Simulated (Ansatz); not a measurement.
# GeH₄OS₂: a ladder of functionals and wavefunction methods

How much do the methods differ for GeH₄OS₂? The plan is to run it at one geometry with functionals of several rungs and with coupled cluster, and see how far each lands from CCSD(T) at the basis-set limit for the atomisation energy.

Computed with Ansatz 0.2.0, Gaussian basis. Level: functionals in def2-TZVPP, the program's frozen cores in correlated methods.

Plan: LDA (SPW92), PBE-D4, revPBE-D4, BLYP-D4, r2SCAN-D4, B97M-V, PBE0-D4, B3LYP-D4, r2SCANh-D4, r2SCAN0-D4, HSE06-D4, BHLYP-D4, CAM-B3LYP-D4, LC-ωPBE, ωB97X-V, ωB97M-V, B2PLYP, PBE-QIDH; CCSD(T)/def2-SVP; CCSD(T)/def2-TZVPP; MP2/def2-QZVPP; extrapolation to the limit; RPA on PBE.

**1. The relaxed structure**

All runs share one geometry, relaxed beforehand with PBE0-D4 in a triple-zeta def2 set.

8 atoms, charge 0, spin multiplicity 1.

Atoms are counted from 1 here; the program's logs count them from 0.

Bond lengths: O1–Ge2 1.774 Å, O1–H5 0.961 Å, Ge2–S3 2.235 Å, Ge2–H6 1.532 Å, Ge2–H7 1.537 Å, S3–S4 2.062 Å, S4–H8 1.347 Å. Angles: Ge2–O1–H5 111.2°, O1–Ge2–S3 109.7°, O1–Ge2–H6 106.1°, O1–Ge2–H7 109.5°, S3–Ge2–H6 108.2°, S3–Ge2–H7 108.2°, H6–Ge2–H7 115.0°, Ge2–S3–S4 96.9°, S3–S4–H8 97.9°.

**2. LDA**

This LDA is Slater exchange with PW92 correlation.

Contents of in.yaml:

```yaml
crystal:
  periodic: [false, false, false]
  atoms:
    - {symbol: O, position_ang: [-1.184290, 1.107069, -0.049112]}
    - {symbol: Ge, position_ang: [0.566533, 0.908220, 0.154915]}
    - {symbol: S, position_ang: [0.998762, -1.102841, 1.028275]}
    - {symbol: S, position_ang: [0.099702, -2.215367, -0.456628]}
    - {symbol: H, position_ang: [-1.513581, 0.565570, -0.771351]}
    - {symbol: H, position_ang: [0.999159, 1.973283, 1.167639]}
    - {symbol: H, position_ang: [1.256062, 0.995759, -1.216243]}
    - {symbol: H, position_ang: [-1.130148, -2.288794, 0.086804]}
basis:
  gaussian: {orbitals: def2-TZVPP}
hamiltonian: {xc: lda}
output: {orbitals: {seedname: orbitals}}
```

After this run come: PBE-D4 (GGA); revPBE-D4 (GGA); BLYP-D4 (GGA); r2SCAN-D4 (meta-GGA); B97M-V (meta-GGA); PBE0-D4 (hybrid); B3LYP-D4 (hybrid); r2SCANh-D4 (hybrid); r2SCAN0-D4 (hybrid); HSE06-D4 (hybrid); BHLYP-D4 (hybrid); CAM-B3LYP-D4 (range-separated); LC-ωPBE (range-separated); ωB97X-V (range-separated); ωB97M-V (range-separated); B2PLYP (double hybrid); PBE-QIDH (double hybrid); CCSD(T) in def2-SVP; CCSD(T) in def2-TZVPP; MP2 in def2-QZVPP; RPA on PBE orbitals.

Q: Predict the results of all the runs planned. Wanted: atomisation energy, CCSD(T)/CBS; farthest beyond LDA; mean size of error, GGA; mean size of error, meta-GGA; mean size of error, hybrid; mean size of error, range-separated; mean size of error, double hybrid; gap, smallest and largest; T1 diagnostic.

**Answer**, as computed:

| quantity | value |
| --- | --- |
| atomisation energy, CCSD(T)/CBS | 2362.4 kJ/mol |
| functionals within 23.6 kJ/mol (1.0 %) | PBE-D4, r2SCAN-D4, B97M-V, ωB97X-V, ωB97M-V |
| farthest beyond LDA | BHLYP-D4 (-122.9 kJ/mol) |
| mean size of error, GGA | 33.3 kJ/mol |
| mean size of error, meta-GGA | 11.0 kJ/mol |
| mean size of error, hybrid | 52.2 kJ/mol |
| mean size of error, range-separated | 28.5 kJ/mol |
| mean size of error, double hybrid | 57.0 kJ/mol |
| gap, smallest and largest | 3.87 eV (LDA (SPW92)), 11.10 eV (LC-ωPBE) |
| T1 diagnostic | 0.0122 |
| triples share of the correlation energy | 4.1 % |

In words: The LDA atomisation energy is off by 390.4 kJ/mol (17 %): it overbinds. PBE-D4 misses by +23.0 kJ/mol. Double hybrids carry the basis error of their MP2 part in triple zeta, and no dispersion term here, so their miss is partly the set-up's. By mean error the best rung here is meta-GGA (11.0 kJ/mol) and the worst beyond LDA is double hybrid (57.0 kJ/mol). Misses under about 23.6 kJ/mol are within the doubt on the reference itself, which lacks core-valence correlation, relativity and higher excitations, and its outer-core shells are covered unevenly. Hartree-Fock recovers 65 % of the binding; the rest is correlation. CCSD(T) in def2-SVP is off by -249.2 kJ/mol, which most functionals beat. The gap grows from 3.9 to 11.1 eV across the functionals, mostly with the share of exact exchange. Correlated methods include outer-core shells of Ge, which these sets cover unevenly.
